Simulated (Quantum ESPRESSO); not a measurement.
# Cs3Pb2S2 (R-3m) in Quantum ESPRESSO: projected density of states with PBE+rVV10

Aim: the projected density of states of Cs3Pb2S2 with PBE+rVV10.

All numbers are computed with Quantum ESPRESSO 7.5; they aren't measurements. Logs are shortened: lines on timing, memory, paths and dates and some standing lists are left out, and cuts for length are marked.

### Step 1. The crystal as given

It takes space group R-3m (No. 166, trigonal). Conventional cell: a = 6.819 Å, b = 6.819 Å, c = 17.345 Å, α = 90.00°, β = 90.00°, γ = 120.00°. Cs (site symmetry 2/m) is surrounded by 2 Pb at 2.79 Å. Around Pb (site symmetry 3m) lie 3 Cs at 2.79 Å. Around S (site symmetry -3m) lie 6 Cs at 3.41 Å and 2 Pb at 3.80 Å. Around S (site symmetry -3m) lie 6 Cs at 3.50 Å.

The cell was built by a generator and needn't be a form met in nature.

### Step 2. Projected density of states, PBE+rVV10

Input file pw.in:

```
&CONTROL
  calculation = 'scf'
  prefix = 'pwscf'
  outdir = './tmp'
  pseudo_dir = './pseudo'
  tprnfor = .true.
  tstress = .true.
  disk_io = 'low'
/
&SYSTEM
  ibrav = 0
  nat = 7
  ntyp = 3
  ecutwfc = 45
  ecutrho = 360
  nbnd = 45
  input_dft = 'sla+pw+pbx+pbc+vv10'
  occupations = 'smearing'
  smearing = 'mv'
  degauss = 0.00367493
/
&ELECTRONS
  conv_thr = 1.4d-09
  electron_maxstep = 120
  mixing_beta = 0.5
/
ATOMIC_SPECIES
Cs   132.9055 cs_pbe_v1.uspp.F.UPF
Pb   207.2000 pb_pbe_v1.uspp.F.UPF
S     32.0600 s_pbe_v1.4.uspp.F.UPF
CELL_PARAMETERS angstrom
   3.4095992100    1.9685330200    5.7815150600
  -3.4095992100    1.9685330200    5.7815150600
   0.0000000000   -3.9370660500    5.7815150600
ATOMIC_POSITIONS crystal
Cs     0.0000000000    0.0000000000    0.5000000000
Cs     0.5000000000    0.0000000000    0.0000000000
Cs     0.0000000000    0.5000000000    0.0000000000
Pb     0.2809000000    0.2809000000    0.2809000000
Pb     0.7191000000    0.7191000000    0.7191000000
S      0.5000000000    0.5000000000    0.5000000000
S      0.0000000000    0.0000000000    0.0000000000
K_POINTS automatic
4 4 4 0 0 0
```

Input file pp_density.in:

```
&INPUTPP
  prefix = 'pwscf'
  outdir = './tmp'
  filplot = 'density.dat'
  plot_num = 0
/
&PLOT
  nfile = 1
  filepp(1) = 'density.dat'
  iflag = 3
  output_format = 6
  fileout = 'density.cube'
/
```

Input file pp_potential.in:

```
&INPUTPP
  prefix = 'pwscf'
  outdir = './tmp'
  filplot = 'potential.dat'
  plot_num = 11
/
&PLOT
  nfile = 1
  filepp(1) = 'potential.dat'
  iflag = 3
  output_format = 6
  fileout = 'potential.cube'
/
```

Input file nscf.in:

```
&CONTROL
  calculation = 'nscf'
  prefix = 'pwscf'
  outdir = './tmp'
  pseudo_dir = './pseudo'
  disk_io = 'low'
/
&SYSTEM
  ibrav = 0
  nat = 7
  ntyp = 3
  ecutwfc = 45
  ecutrho = 360
  nbnd = 45
  input_dft = 'sla+pw+pbx+pbc+vv10'
  occupations = 'tetrahedra_opt'
/
&ELECTRONS
  conv_thr = 1d-08
  electron_maxstep = 120
  mixing_beta = 0.5
/
ATOMIC_SPECIES
Cs   132.9055 cs_pbe_v1.uspp.F.UPF
Pb   207.2000 pb_pbe_v1.uspp.F.UPF
S     32.0600 s_pbe_v1.4.uspp.F.UPF
CELL_PARAMETERS angstrom
   3.4095992100    1.9685330200    5.7815150600
  -3.4095992100    1.9685330200    5.7815150600
   0.0000000000   -3.9370660500    5.7815150600
ATOMIC_POSITIONS crystal
Cs     0.0000000000    0.0000000000    0.5000000000
Cs     0.5000000000    0.0000000000    0.0000000000
Cs     0.0000000000    0.5000000000    0.0000000000
Pb     0.2809000000    0.2809000000    0.2809000000
Pb     0.7191000000    0.7191000000    0.7191000000
S      0.5000000000    0.5000000000    0.5000000000
S      0.0000000000    0.0000000000    0.0000000000
K_POINTS automatic
6 6 6 0 0 0
```

Input file projwfc.in:

```
&PROJWFC
  prefix = 'pwscf'
  outdir = './tmp'
  filpdos = 'p'
  Emin = -7
  Emax = 18
  DeltaE = 0.05
/
```

Potentials or basis: GBRV 1.5 PBE.

The run is started by

```
$ OMP_NUM_THREADS=1 pw.x -in pw.in > pw.out
$ OMP_NUM_THREADS=1 pp.x -in pp_density.in > pp_density.out
$ OMP_NUM_THREADS=1 pp.x -in pp_potential.in > pp_potential.out
$ OMP_NUM_THREADS=1 pw.x -in nscf.in > nscf.out
$ OMP_NUM_THREADS=1 projwfc.x -in projwfc.in > projwfc.out
```

pw.out:

```text
This program is part of the open-source Quantum ESPRESSO suite
     for quantum simulation of materials; please cite
         "P. Giannozzi et al., J. Phys.:Condens. Matter 21 395502 (2009);
         "P. Giannozzi et al., J. Phys.:Condens. Matter 29 465901 (2017);
         "P. Giannozzi et al., J. Chem. Phys. 152 154105 (2020);
     in publications or presentations arising from this work. More details at

     IMPORTANT: XC functional enforced from input :
     Exchange-correlation= SLA+PW+PBX+PBC+VV10
                           (   1   4   3   4  26   0   0)
     Any further DFT definition will be discarded
     Please, verify this is what you really want

     Message from routine setup:
     using ibrav=0 with symmetry is DISCOURAGED, use correct ibrav instead

     G-vector sticks info
     --------------------
     sticks:   dense  smooth     PW     G-vecs:    dense   smooth      PW
     Sum        4243    2139    605               181223    64163    9691

     Using Slab Decomposition

     bravais-lattice index     =            0
     lattice parameter (alat)  =      13.2181  a.u.
     unit-cell volume          =    1571.2148 (a.u.)^3
     number of atoms/cell      =            7
     number of atomic types    =            3
     number of electrons       =        67.00
     number of Kohn-Sham states=           45
     kinetic-energy cutoff     =      45.0000  Ry
     charge density cutoff     =     360.0000  Ry
     scf convergence threshold =      1.4E-09
     mixing beta               =       0.5000
     number of iterations used =            8  plain     mixing
     Exchange-correlation= SLA+PW+PBX+PBC+VV10
                           (   1   4   3   4  26   0   0)

     celldm(1)=  13.218145  celldm(2)=   0.000000  celldm(3)=   0.000000
     celldm(4)=   0.000000  celldm(5)=   0.000000  celldm(6)=   0.000000

     crystal axes: (cart. coord. in units of alat)
               a(1) = (   0.487452   0.281430   0.826552 )
               a(2) = (  -0.487452   0.281430   0.826552 )
               a(3) = (   0.000000  -0.562861   0.826552 )

     reciprocal axes: (cart. coord. in units 2 pi/alat)
               b(1) = (  1.025742  0.592213  0.403282 )
               b(2) = ( -1.025742  0.592213  0.403282 )
               b(3) = (  0.000000 -1.184425  0.403282 )

     PseudoPot. # 1 for Cs read from file:
     cs_pbe_v1.uspp.F.UPF
     Pseudo is Ultrasoft + core correction, Zval =  9.0
     Generated by new atomic code, or converted to UPF format
     Using radial grid of  905 points,  6 beta functions with:
                l(1) =   0
                l(2) =   0
                l(3) =   1
                l(4) =   1
                l(5) =   2
                l(6) =   2
     Q(r) pseudized with  6 coefficients,  rinner =    1.500   1.500   1.500
                                                       1.500   1.500

     PseudoPot. # 2 for Pb read from file:
     pb_pbe_v1.uspp.F.UPF
     Pseudo is Ultrasoft + core correction, Zval = 14.0
     Generated by new atomic code, or converted to UPF format
     Using radial grid of  899 points,  6 beta functions with:
                l(1) =   0
                l(2) =   0
                l(3) =   1
                l(4) =   1
                l(5) =   2
                l(6) =   2
     Q(r) pseudized with  6 coefficients,  rinner =    1.000   1.000   1.000
                                                       1.000   1.000

     PseudoPot. # 3 for S  read from file:
     s_pbe_v1.4.uspp.F.UPF
     Pseudo is Ultrasoft + core correction, Zval =  6.0
     Generated by new atomic code, or converted to UPF format
     Using radial grid of  907 points,  6 beta functions with:
                l(1) =   0
                l(2) =   0
                l(3) =   1
                l(4) =   1
                l(5) =   2
                l(6) =   2
     Q(r) pseudized with  8 coefficients,  rinner =    1.300   1.300   1.300
                                                       1.300   1.300

     atomic species   valence    mass     pseudopotential
     Cs                9.00   132.90550     Cs( 1.00)
     Pb               14.00   207.20000     Pb( 1.00)
     S                 6.00    32.06000     S ( 1.00)

     12 Sym. Ops., with inversion, found

   Cartesian axes

     site n.     atom                  positions (alat units)
         1        Cs     tau(   1) = (   0.0000000  -0.2814304   0.4132758  )
         2        Cs     tau(   2) = (   0.2437259   0.1407152   0.4132758  )
         3        Cs     tau(   3) = (  -0.2437259   0.1407152   0.4132758  )
         4        Pb     tau(   4) = (  -0.0000000  -0.0000000   0.6965351  )
         5        Pb     tau(   5) = (  -0.0000000  -0.0000000   1.7831199  )
         6        S      tau(   6) = (   0.0000000  -0.0000000   1.2398275  )
         7        S      tau(   7) = (   0.0000000   0.0000000   0.0000000  )

     number of k points=    13  Marzari-Vanderbilt smearing, width (Ry)=  0.0037
                       cart. coord. in units 2pi/alat
        k(    1) = (   0.0000000   0.0000000   0.0000000), wk =   0.0312500
        k(    2) = (   0.0000000  -0.2961063   0.1008205), wk =   0.1875000
        k(    3) = (  -0.0000000   0.5922127  -0.2016410), wk =   0.0937500
        k(    4) = (  -0.2564356  -0.1480532   0.2016410), wk =   0.1875000
        k(    5) = (  -0.2564356   0.7402658  -0.1008205), wk =   0.3750000
        k(    6) = (  -0.2564356   0.4441595   0.0000000), wk =   0.1875000
        k(    7) = (   0.5128712   0.2961063  -0.4032819), wk =   0.0937500
        k(    8) = (   0.0000000   0.0000000   0.3024614), wk =   0.0625000
        k(    9) = (  -0.0000000   0.8883190   0.0000000), wk =   0.1875000
        k(   10) = (  -0.0000000   0.5922127   0.1008205), wk =   0.1875000
        k(   11) = (   0.7693068   0.4441595  -0.3024614), wk =   0.1875000
        k(   12) = (   0.7693068   0.1480532  -0.2016410), wk =   0.1875000
        k(   13) = (  -0.0000000   0.0000000  -0.6049229), wk =   0.0312500

     Dense  grid:   181223 G-vectors     FFT dimensions: (  80,  80,  80)

     Smooth grid:    64163 G-vectors     FFT dimensions: (  60,  60,  60)

     Check: negative core charge=   -0.000001

     Initial potential from superposition of free atoms

     starting charge      66.8771, renormalised to      67.0000

     negative rho (up, down):  3.341E-02 0.000E+00

Carrying out rVV10 run using the following parameters:
Nqs =      20    Nr_points =    1024   r_max =   100.000
b_value =  6.30000    beta =  0.00901
     q_mesh =  0.00010000  0.00030000  0.00058939  0.00100810
               0.00161396  0.00249058  0.00375900  0.00559430
               0.00824984  0.01209221  0.01765183  0.02569619
               0.03733578  0.05417739  0.07854596  0.11380545
               0.16482331  0.23864234  0.34545298  0.50000000

Gradients computed in Reciprocal space

     Starting wfcs are   65 randomized atomic wfcs

     Self-consistent Calculation

     iteration #  1     ecut=    45.00 Ry     beta= 0.50
     Davidson diagonalization with overlap
     ethr =  1.00E-02,  avg # of iterations =  4.6

     negative rho (up, down):  3.304E-02 0.000E+00
[... 116 lines left out ...]
     iteration # 14     ecut=    45.00 Ry     beta= 0.50
     Davidson diagonalization with overlap
     ethr =  8.45E-12,  avg # of iterations =  4.2

     negative rho (up, down):  3.517E-02 0.000E+00

     End of self-consistent calculation

          k = 0.0000 0.0000 0.0000 (  8015 PWs)   bands (ev):

   -15.6865 -14.9605 -14.9605 -10.4728 -10.4728 -10.3672 -10.2727 -10.2329
   -10.2329 -10.2291 -10.2291 -10.1966 -10.1966  -6.0173  -3.2224  -3.1610
    -3.0020  -2.9196  -2.9196  -1.9127  -1.9127  -1.5556  -0.6012  -0.5431
    -0.5431   1.8802   6.2074   6.2096   6.2096   6.4435   6.5384   6.5384
     6.8347   6.9490   6.9490   9.3373   9.9662   9.9662  10.3621  10.3621
    11.0517  11.2334  11.2334  11.5422  12.6918

          k = 0.0000-0.2961 0.1008 (  7996 PWs)   bands (ev):

   -15.6037 -15.0654 -14.9624 -10.4770 -10.4586 -10.3746 -10.2735 -10.2420
   -10.2374 -10.2298 -10.2272 -10.2115 -10.1869  -5.6631  -3.5812  -3.3051
    -3.1438  -2.7636  -2.6809  -2.0895  -1.9228  -1.1052  -0.9859  -0.5529
    -0.4786   1.5014   6.0059   6.0945   6.2621   6.3439   6.6539   6.7550
     6.9588   7.1290   7.3200   9.4187   9.5041   9.7936  10.1357  10.6743
    10.9352  11.3816  11.6299  12.4057  12.9596

          k =-0.0000 0.5922-0.2016 (  8010 PWs)   bands (ev):

   -15.4634 -15.2275 -14.9644 -10.4811 -10.4349 -10.3927 -10.2733 -10.2599
   -10.2384 -10.2281 -10.2258 -10.2207 -10.1780  -5.1067  -3.9621  -3.6711
    -3.3366  -2.5793  -2.2792  -1.8605  -1.6740  -1.6119  -1.5421  -0.5456
     0.1902   0.9306   5.7119   6.0560   6.0785   6.2868   6.6094   6.7086
     7.6874   7.8875   8.3152   8.3165   8.5131   9.2497  10.1469  11.1974
    12.1749  12.1931  12.2773  12.9090  13.1147

          k =-0.2564-0.1481 0.2016 (  8007 PWs)   bands (ev):

   -15.6032 -15.0654 -14.9625 -10.4719 -10.4643 -10.3754 -10.2728 -10.2435
   -10.2331 -10.2281 -10.2277 -10.2031 -10.1974  -5.6741  -3.5880  -3.4894
    -3.1510  -2.6771  -2.5253  -2.1206  -1.8956  -1.1114  -0.9834  -0.5512
    -0.4234   1.5592   5.5383   5.8304   6.2851   6.3632   6.6939   6.7869
     7.0629   7.1903   7.7151   8.4451   9.9178  10.0324  10.3319  10.7568
    11.0711  11.4618  11.8603  12.2115  12.7362
[... 21 lines left out ...]
   -15.4628 -15.2274 -14.9645 -10.4710 -10.4353 -10.4003 -10.2655 -10.2539
   -10.2371 -10.2271 -10.2234 -10.2185 -10.1982  -5.1325  -4.0361  -3.6680
    -3.5573  -2.2371  -2.0460  -1.9882  -1.8719  -1.5766  -1.4838  -0.5425
     0.2878   1.2463   5.2181   5.6092   5.8178   6.0955   6.6562   6.7597
     6.8400   7.5146   7.8819   9.6278   9.7135   9.8753  10.4859  11.3045
    11.7032  12.3535  12.5744  12.8103  12.8846

          k = 0.0000 0.0000 0.3025 (  8033 PWs)   bands (ev):

   -15.6848 -14.9608 -14.9608 -10.4782 -10.4782 -10.3664 -10.2740 -10.2369
   -10.2369 -10.2278 -10.2278 -10.1868 -10.1868  -6.0439  -3.7083  -3.1889
    -2.9352  -2.9352  -2.3896  -1.8970  -1.8970  -1.3989  -0.6002  -0.5387
    -0.5387   1.7287   5.7645   6.1454   6.1454   6.1507   6.7177   6.7177
     7.0025   7.0025   7.3812   9.3959   9.3959   9.9005  10.0018  10.1808
    10.1808  11.4397  11.4397  11.6790  12.9929
[... 39 lines left out ...]
   -15.6832 -14.9611 -14.9611 -10.4834 -10.4834 -10.3654 -10.2755 -10.2373
   -10.2373 -10.2292 -10.2292 -10.1779 -10.1779  -6.0700  -3.9314  -3.1952
    -2.9508  -2.9508  -2.0713  -1.8809  -1.8809  -1.1874  -0.5992  -0.5343
    -0.5343   1.4804   5.6083   5.9611   5.9611   6.4161   6.8711   6.8711
     6.9775   7.6475   7.6475   8.3115   8.3115   9.6011  10.1853  10.1853
    10.1991  11.4287  11.4287  11.6164  13.6444

     the Fermi energy is     7.5237 ev

!    total energy              =    -564.43120365 Ry
     estimated scf accuracy    <          1.4E-10 Ry
     smearing contrib. (-TS)   =      -0.00009492 Ry
     internal energy E=F+TS    =    -564.43110873 Ry

     The total energy is F=E-TS. E is the sum of the following terms:
     one-electron contribution =    -127.49648826 Ry
     hartree contribution      =      98.91639646 Ry
     xc contribution           =    -234.11041196 Ry
     ewald contribution        =    -301.74060497 Ry

     convergence has been achieved in  14 iterations

     negative rho (up, down):  3.517E-02 0.000E+00

     Forces acting on atoms (cartesian axes, Ry/au):

     atom    1 type  1   force =     0.00000000   -0.00000000   -0.00000000
     atom    2 type  1   force =     0.00000000   -0.00000000   -0.00000000
     atom    3 type  1   force =     0.00000000    0.00000000    0.00000000
     atom    4 type  2   force =    -0.00000000   -0.00000000    0.31507240
     atom    5 type  2   force =    -0.00000000   -0.00000000   -0.31507240
     atom    6 type  3   force =     0.00000000   -0.00000000   -0.00000000
     atom    7 type  3   force =    -0.00000000   -0.00000000    0.00000000

     Total force =     0.445580     Total SCF correction =     0.000083

     Computing stress (Cartesian axis) and pressure

     negative rho (up, down):  3.517E-02 0.000E+00
          total   stress  (Ry/bohr**3)                   (kbar)     P=       98.39
   0.00056712  -0.00000000  -0.00000000           83.43       -0.00       -0.00
  -0.00000000   0.00056712   0.00000000           -0.00       83.43        0.00
  -0.00000000   0.00000000   0.00087227           -0.00        0.00      128.32

=------------------------------------------------------------------------------=
   JOB DONE.
=------------------------------------------------------------------------------=
```

It took 9.7 min on 1 thread of AMD EPYC 9R14 (Zen 4), shared host; peak memory 0.74 GiB.

Results:

```
Free energy            : -7679.4777 eV
Pressure               : 9.8 GPa
Largest force          : 8.101 eV/Å
Band gap on the k mesh : none (metal or under the smearing width)
Loewdin charges        : Cs -0.62; Pb +1.06; S -0.07, -0.00 e
```

Forces in eV/Å, atoms in the order of the input:
```
Cs   0.000  0.000  0.000
Cs   0.000  0.000  0.000
Cs   0.000  0.000  0.000
Pb   0.000  0.000  8.101
Pb   0.000  0.000 -8.101
S    0.000  0.000  0.000
S    0.000  0.000  0.000
```

States per cell in windows of 1 eV (zero at the Fermi level; states under -8 eV left out):
```tsv
from (eV)	total	S#7 p wfc2	S#6 p wfc2	Pb#4 p wfc3	Pb#5 p wfc3	Cs#1 d wfc3	Cs#2 d wfc3
-8.0	1.62	0.00	0.00	0.04	0.04	0.08	0.08
-7.0	1.78	0.00	0.00	0.06	0.06	0.05	0.05
-6.0	0.24	0.00	0.00	0.01	0.01	0.00	0.00
-5.0	0.00	0.00	0.00	0.00	0.00	0.00	0.00
-4.0	0.00	0.00	0.00	0.00	0.00	0.00	0.00
-3.0	0.48	0.10	0.10	0.05	0.05	0.04	0.04
-2.0	9.11	3.00	2.70	0.47	0.47	0.47	0.47
-1.0	5.76	1.39	1.75	0.68	0.68	0.25	0.25
0.0	3.28	0.39	0.28	0.81	0.81	0.19	0.19
1.0	3.02	0.14	0.11	0.82	0.82	0.21	0.21
2.0	4.48	0.10	0.10	0.81	0.81	0.60	0.60
3.0	4.03	0.13	0.10	0.23	0.23	0.89	0.89
4.0	4.94	0.11	0.12	0.20	0.20	0.96	0.96
5.0	2.71	0.07	0.06	0.14	0.14	0.49	0.49
```

Caveat: rVV10's parameter b was fitted to another functional; pairwise dispersion overbinds metals, which lowers pressure and volume; forces of over 1 eV/Å show positions far from the minimum, so gaps and moduli don't describe the material at rest. The run has no spin-orbit coupling, so splittings on Cs, Pb are missing.
